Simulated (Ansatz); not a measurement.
# BClH₂O₂ (SMILES OB(O)Cl): one structure at several levels

How do the functionals fare away from a minimum? The structure is a structure displaced at random from a GFN2-xTB minimum.

Method: single points in def2-TZVPP; program: Ansatz 0.2.0, Gaussian basis.

Correlated methods freeze the cores. B3LYP uses VWN-RPA correlation.

## (1) Where the work starts

SMILES `OB(O)Cl`, 6 atoms, charge 0, spin multiplicity 1.

Atoms are counted from 1 here; the program's logs count them from 0.

Bond lengths: O1–B2 1.309 Å, O1–H5 0.927 Å, B2–O3 1.311 Å, B2–Cl4 1.742 Å, O3–H6 0.975 Å. Angles: B2–O1–H5 114.4°, O1–B2–O3 120.6°, O1–B2–Cl4 123.9°, O3–B2–Cl4 115.6°, B2–O3–H6 114.0°.

As a file:

| atom | x (Å) | y (Å) | z (Å) |
| --- | --- | --- | --- |
| O1 | 0.16270 | 0.95140 | -0.51560 |
| B2 | -0.14990 | -0.22010 | -0.02240 |
| O3 | 0.58470 | -0.76630 | 0.91610 |
| Cl4 | -1.52790 | -1.15310 | -0.53630 |
| H5 | -0.46470 | 1.29900 | -1.10230 |
| H6 | 1.31570 | -0.20050 | 1.22740 |

## (2) CCSD(T)/def2-TZVPP

Input file run/in.yaml:

```yaml
crystal:
  periodic: [false, false, false]
  atoms:
    - {symbol: O, position_ang: [0.162700, 0.951400, -0.515600]}
    - {symbol: B, position_ang: [-0.149900, -0.220100, -0.022400]}
    - {symbol: O, position_ang: [0.584700, -0.766300, 0.916100]}
    - {symbol: Cl, position_ang: [-1.527900, -1.153100, -0.536300]}
    - {symbol: H, position_ang: [-0.464700, 1.299000, -1.102300]}
    - {symbol: H, position_ang: [1.315700, -0.200500, 1.227400]}
basis:
  gaussian: {orbitals: def2-TZVPP}
correlation: {method: ccsd_t}
output: {forces: true}
```

Started as:

```console
ansatz run in.yaml --threads 4 --pin off --events-out ev --progress --plain --max-ram 5222MiB
```

## (3) PBE0-D4/def2-TZVPP

run/in.yaml: that of step 2 with these lines changed.

```diff
@@ -11,3 +11,3 @@
   gaussian: {orbitals: def2-TZVPP}
-correlation: {method: ccsd_t}
-output: {forces: true}
+hamiltonian: {xc: pbe0, dispersion: d4}
+output: {forces: true, orbitals: {seedname: orbitals}}
```

## (4) wB97M-V/def2-TZVPP

run/in.yaml: that of step 3 with these lines changed.

```diff
@@ -11,3 +11,3 @@
   gaussian: {orbitals: def2-TZVPP}
-hamiltonian: {xc: pbe0, dispersion: d4}
-output: {forces: true, orbitals: {seedname: orbitals}}
+hamiltonian: {xc: {name: wB97M-V}}
+output: {forces: true}
```

## (5) r2SCAN-D4/def2-TZVPP

run/in.yaml: that of step 4 with these lines changed.

```diff
@@ -11,3 +11,3 @@
   gaussian: {orbitals: def2-TZVPP}
-hamiltonian: {xc: {name: wB97M-V}}
+hamiltonian: {xc: r2scan, dispersion: d4}
 output: {forces: true}
```

## (6) PBE-D4/def2-TZVPP

run/in.yaml: that of step 5 with these lines changed.

```diff
@@ -11,3 +11,3 @@
   gaussian: {orbitals: def2-TZVPP}
-hamiltonian: {xc: r2scan, dispersion: d4}
+hamiltonian: {xc: pbe, dispersion: d4}
 output: {forces: true}
```

## (7) CAM-B3LYP-D4/def2-TZVPP

run/in.yaml: that of step 6 with these lines changed.

```diff
@@ -11,3 +11,3 @@
   gaussian: {orbitals: def2-TZVPP}
-hamiltonian: {xc: pbe, dispersion: d4}
+hamiltonian: {xc: {name: CAM-B3LYP}, dispersion: d4}
 output: {forces: true}
```

## (8) B3LYP-D4/def2-TZVPP

run/in.yaml: that of step 7 with these lines changed.

```diff
@@ -11,3 +11,3 @@
   gaussian: {orbitals: def2-TZVPP}
-hamiltonian: {xc: {name: CAM-B3LYP}, dispersion: d4}
+hamiltonian: {xc: {name: B3LYP}, dispersion: d4}
 output: {forces: true}
```

(Steps that only read results are left out.)

Before running it: what results should come out? Wanted: energy less free atoms, CCSD(T)/def2-TZVPP; RMS force component; RMS force error; HOMO and LUMO, PBE0-D4; T1 diagnostic.

As calculated:

| quantity | value |
| --- | --- |
| energy less free atoms, CCSD(T)/def2-TZVPP | -2416.2 kJ/mol |
| RMS force component | 0.992 to 1.193 eV/Å over the methods |
| RMS force error | PBE0-D4 0.157, wB97M-V 0.098, r2SCAN-D4 0.114, PBE-D4 0.227, CAM-B3LYP-D4 0.205, B3LYP-D4 0.142 eV/Å |
| HOMO and LUMO, PBE0-D4 | -9.06 and 0.61 eV |
| T1 diagnostic | 0.011 |

In words: Against CCSD(T) the functionals' energies less atoms differ by -134.3 to -56.1 kJ/mol, PBE-D4 by -134.3 kJ/mol. CCSD(T) in triple zeta still lacks some correlation energy of the bonds, so part of these gaps is its own basis error and they don't rank the functionals. The forces of wB97M-V come nearest to CCSD(T), those of PBE-D4 are farthest. Frozen-core CCSD(T) forces in triple zeta carry basis errors of their own, and this is one geometry, so small gaps rank nothing.
